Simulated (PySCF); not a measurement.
# C4H10Si: the cost of one run

Computed with PySCF 2.14.0, with density-fitted response routines of our own, on a single molecule in the gas phase. Atoms count from 0, in the outputs and in this text.

## 1. The starting structure

15 atoms, charge 0, multiplicity 1; geometry from: GFN2-xTB. The atoms were then displaced at random by about 0.01 Å, so the start is not that level's minimum.

Bonds of the start (Å): C0–C1 1.49, C1–C2 1.54, C2–Si3 1.95, Si3–C4 1.94, C4–C1 1.55, C0–H5 1.07, C0–H6 1.10, C0–H7 1.11, C1–H8 1.11, C2–H9 1.10, C2–H10 1.07, Si3–H11 1.45, Si3–H12 1.44, C4–H13 1.11, C4–H14 1.08.

## 2. Geometry optimisation at PBE0-D3(BJ)/def2-SVP

The job: settings as JSON, then the geometry in Å.

```
{"job": {"xc": "PBE0", "basis": "def2-SVP", "d3": "d3bj", "grid": 1, "shake": 0.01, "kind": "geom"}, "charge": 0, "multiplicity": 1}
C     -1.783100    -0.247230    -0.306860
C     -0.487580    -0.207500     0.434620
C      0.601180    -1.074630    -0.218090
Si     1.923900     0.346200    -0.048620
C      0.231630     1.160660     0.417760
H     -2.229180    -1.220850    -0.318820
H     -1.650560     0.094250    -1.342340
H     -2.504960     0.455040     0.154230
H     -0.655300    -0.519980     1.486220
H      0.807360    -2.009200     0.324100
H      0.365350    -1.327350    -1.230710
H      2.861870     0.203300     1.052720
H      2.523550     0.811700    -1.277290
H      0.154840     1.706150     1.379600
H     -0.174350     1.812050    -0.341120
```

Command:

```bash
$ OMP_NUM_THREADS=1 python probes_run.py task.json out
```

This one command runs all jobs of the session in turn.

**Question.** How long does this first job take on 1 thread of Arm Neoverse V2, shared host, and how much memory does it need?

About 55 s, with a peak of 0.5 GiB.
